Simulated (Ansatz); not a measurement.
# CH5ClNOY: small, medium and large basis sets

One table from this session's results is given with a row withheld; the runs are named, their logs left out.

Method: one geometry, several basis sets; program: Ansatz 0.2.0, Gaussian basis.

The runs, in order: PBE0-D4/def2-SVP; ωB97M-V/def2-SVP; PBE0-D4/def2-QZVPP; ωB97M-V/def2-QZVPP; the functionals' def2-TZVPP values are taken from earlier runs.

### The relaxed structure

An earlier PBE0-D4 in a triple-zeta def2 set relaxation fixed the geometry. Y takes the def2 core potential; no spin-orbit term is included.

SMILES `C[O][Y]([NH2])[Cl]`, 10 atoms, charge 0, spin multiplicity 1.

Atoms are counted from 1 here; the program's logs count them from 0.

Bond lengths: C1–O2 1.389 Å, C1–H6 1.097 Å, C1–H7 1.097 Å, C1–H8 1.097 Å, O2–Y3 2.002 Å, Y3–N4 2.129 Å, Y3–Cl5 2.498 Å, N4–H9 1.013 Å, N4–H10 1.014 Å. Angles: O2–C1–H6 111.0°, O2–C1–H7 111.0°, O2–C1–H8 111.4°, H6–C1–H7 107.6°, H6–C1–H8 107.9°, H7–C1–H8 107.8°, C1–O2–Y3 175.3°, O2–Y3–N4 114.2°, O2–Y3–Cl5 126.2°, N4–Y3–Cl5 119.7°, Y3–N4–H9 127.3°, Y3–N4–H10 126.3°, H9–N4–H10 106.4°.

Coordinates:

```
C    -1.2087   -1.8312    0.4569
O    -0.4263   -0.7936   -0.0321
Y     0.7051    0.6224   -0.8816
N     1.1232    2.2809    0.3856
Cl    1.6095    0.5869   -3.2100
H    -2.1356   -1.4489    0.9016
H    -0.6756   -2.3936    1.2331
H    -1.4827   -2.5354   -0.3384
H     0.8183    2.4151    1.3421
H     1.6729    3.0975    0.1429
```

The first run:

Input file in.yaml:

```yaml
crystal:
  periodic: [false, false, false]
  atoms:
    - {symbol: C, position_ang: [-1.208732, -1.831236, 0.456862]}
    - {symbol: O, position_ang: [-0.426292, -0.793622, -0.032111]}
    - {symbol: Y, position_ang: [0.705116, 0.622387, -0.881646]}
    - {symbol: N, position_ang: [1.123227, 2.280885, 0.385640]}
    - {symbol: Cl, position_ang: [1.609519, 0.586912, -3.209957]}
    - {symbol: H, position_ang: [-2.135618, -1.448867, 0.901557]}
    - {symbol: H, position_ang: [-0.675607, -2.393582, 1.233109]}
    - {symbol: H, position_ang: [-1.482730, -2.535432, -0.338447]}
    - {symbol: H, position_ang: [0.818266, 2.415058, 1.342102]}
    - {symbol: H, position_ang: [1.672861, 3.097507, 0.142880]}
basis:
  gaussian: {orbitals: def2-SVP}
hamiltonian: {xc: pbe0, dispersion: d4}
output: {orbitals: {seedname: orbitals}}
```

Among the steps run: PBE0-D4 in def2-SVP; ωB97M-V in def2-SVP; PBE0-D4 in def2-QZVPP; ωB97M-V in def2-QZVPP.

One table of the session follows, with a row left open; its other results are not shown here.

It belongs to the step «Density functionals: the series». 

```
functional       basis  HOMO (eV)  LUMO (eV)
   PBE0-D4    def2-SVP      -6.90      -1.67
   PBE0-D4  def2-TZVPP      -7.06      -1.74
   PBE0-D4  def2-QZVPP      -7.09      -1.75
   ωB97M-V    def2-SVP      -9.24      -0.30
   ωB97M-V  def2-TZVPP      -9.41      -0.43
   ωB97M-V  def2-QZVPP          ?          ?
```

Q: Estimate the row for ωB97M-V, def2-QZVPP from the others.

As computed: HOMO (eV): -9.45; LUMO (eV): -0.50. In the column «HOMO (eV)» it is the lowest.
